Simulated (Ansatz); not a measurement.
# CH₆FGeIn: one species, many methods

How much do the methods differ for CH₆FGeIn? The plan is to run it at one geometry with functionals of several rungs and with coupled cluster, and see how far each lands from CCSD(T) at the basis-set limit for the atomisation energy.

Computed with Ansatz 0.2.0, Gaussian basis. Level: functionals in def2-TZVPP, the program's frozen cores in correlated methods.

The runs, in order: LDA (SPW92), PBE-D4, revPBE-D4, BLYP-D4, r2SCAN-D4, B97M-V, PBE0-D4, B3LYP-D4, r2SCANh-D4, r2SCAN0-D4, HSE06-D4, BHLYP-D4, CAM-B3LYP-D4, LC-ωPBE, ωB97X-V, ωB97M-V, B2PLYP, PBE-QIDH; CCSD(T)/def2-SVP; CCSD(T)/def2-TZVPP; MP2/def2-QZVPP; extrapolation to the limit; RPA on PBE.

## (1) Structure used throughout

The geometry comes from an earlier relaxation with PBE0-D4 in a triple-zeta def2 set; it is a stationary point, not always the lowest conformer. In takes the def2 core potential; no spin-orbit term is included.

SMILES `[CH3][In]([F])[GeH3]`, 10 atoms, charge 0, spin multiplicity 1.

Atoms are counted from 1 here; the program's logs count them from 0.

Bond lengths: C1–In2 2.139 Å, C1–H5 1.090 Å, C1–H6 1.092 Å, C1–H7 1.090 Å, In2–F3 1.974 Å, In2–Ge4 2.591 Å, Ge4–H8 1.535 Å, Ge4–H9 1.540 Å, Ge4–H10 1.539 Å. Angles: In2–C1–H5 108.5°, In2–C1–H6 109.0°, In2–C1–H7 111.6°, H5–C1–H6 108.8°, H5–C1–H7 110.1°, H6–C1–H7 108.9°, C1–In2–F3 108.7°, C1–In2–Ge4 141.3°, F3–In2–Ge4 110.1°, In2–Ge4–H8 111.4°, In2–Ge4–H9 110.0°, In2–Ge4–H10 110.3°, H8–Ge4–H9 108.8°, H8–Ge4–H10 108.8°, H9–Ge4–H10 107.5°.

## (2) LDA

This LDA is Slater exchange with PW92 correlation.

File in.yaml:

```yaml
crystal:
  periodic: [false, false, false]
  atoms:
    - {symbol: C, position_ang: [0.258700, 2.011985, -0.940823]}
    - {symbol: In, position_ang: [0.554378, 0.055417, -0.128793]}
    - {symbol: F, position_ang: [2.472376, -0.394383, -0.246734]}
    - {symbol: Ge, position_ang: [-0.751953, -1.898180, 0.963317]}
    - {symbol: H, position_ang: [0.997586, 2.175816, -1.725358]}
    - {symbol: H, position_ang: [0.414510, 2.750669, -0.152212]}
    - {symbol: H, position_ang: [-0.747002, 2.131938, -1.342508]}
    - {symbol: H, position_ang: [0.162734, -3.099474, 1.237874]}
    - {symbol: H, position_ang: [-1.375551, -1.435801, 2.292820]}
    - {symbol: H, position_ang: [-1.902580, -2.349287, 0.045419]}
basis:
  gaussian: {orbitals: def2-TZVPP}
hamiltonian: {xc: lda}
output: {orbitals: {seedname: orbitals}}
```

The runs that follow: PBE-D4 (GGA); revPBE-D4 (GGA); BLYP-D4 (GGA); r2SCAN-D4 (meta-GGA); B97M-V (meta-GGA); PBE0-D4 (hybrid); B3LYP-D4 (hybrid); r2SCANh-D4 (hybrid); r2SCAN0-D4 (hybrid); HSE06-D4 (hybrid); BHLYP-D4 (hybrid); CAM-B3LYP-D4 (range-separated); LC-ωPBE-D4 (range-separated); ωB97X-V (range-separated); ωB97M-V (range-separated); B2PLYP (double hybrid); PBE-QIDH (double hybrid); CCSD(T) in def2-SVP; CCSD(T) in def2-TZVPP; MP2 in def2-QZVPP; RPA on PBE orbitals.

**Question.** What will the summary of the whole plan be? Wanted: atomisation energy, CCSD(T)/CBS; farthest beyond LDA; mean size of error, GGA; mean size of error, meta-GGA; mean size of error, hybrid; mean size of error, range-separated; mean size of error, double hybrid; gap, smallest and largest; T1 diagnostic.

As calculated:

| quantity | value |
| --- | --- |
| atomisation energy, CCSD(T)/CBS | 724.3 kcal/mol |
| functionals within 7.2 kcal/mol (1.0 %) | PBE-D4, r2SCAN-D4, B97M-V, CAM-B3LYP-D4, ωB97X-V |
| farthest beyond LDA | BHLYP-D4 (-26.3 kcal/mol) |
| mean size of error, GGA | 13.7 kcal/mol |
| mean size of error, meta-GGA | 2.5 kcal/mol |
| mean size of error, hybrid | 14.1 kcal/mol |
| mean size of error, range-separated | 5.1 kcal/mol |
| mean size of error, double hybrid | 14.4 kcal/mol |
| gap, smallest and largest | 3.97 eV (BLYP-D4), 10.30 eV (LC-ωPBE) |
| T1 diagnostic | 0.0138 |
| triples share of the correlation energy | 3.2 % |

In words: The LDA atomisation energy is off by 90.3 kcal/mol (12 %): it overbinds. PBE-D4 misses by -3.8 kcal/mol. Double hybrids carry the basis error of their MP2 part in triple zeta, and no dispersion term here, so their miss is partly the set-up's. The rungs meta-GGA, range-separated miss on average by less than the doubt on the reference (7.2 kcal/mol), so they tie. The reference freezes the cores and leaves out spin-orbit coupling and excitations past (T), and its outer-core shells are covered unevenly, so misses under about 7.2 kcal/mol can't be ranked. All levels share the lack of spin-orbit coupling, which lowers the free heavy atoms and so the true binding. Hartree-Fock recovers 73 % of the binding; the rest is correlation. CCSD(T) in def2-SVP is off by -46.2 kcal/mol, worse than the median functional, from the basis alone. The gap grows from 4.0 to 10.3 eV across the functionals, mostly with the share of exact exchange. Correlated methods include outer-core shells of Ge, In, which these sets cover unevenly.
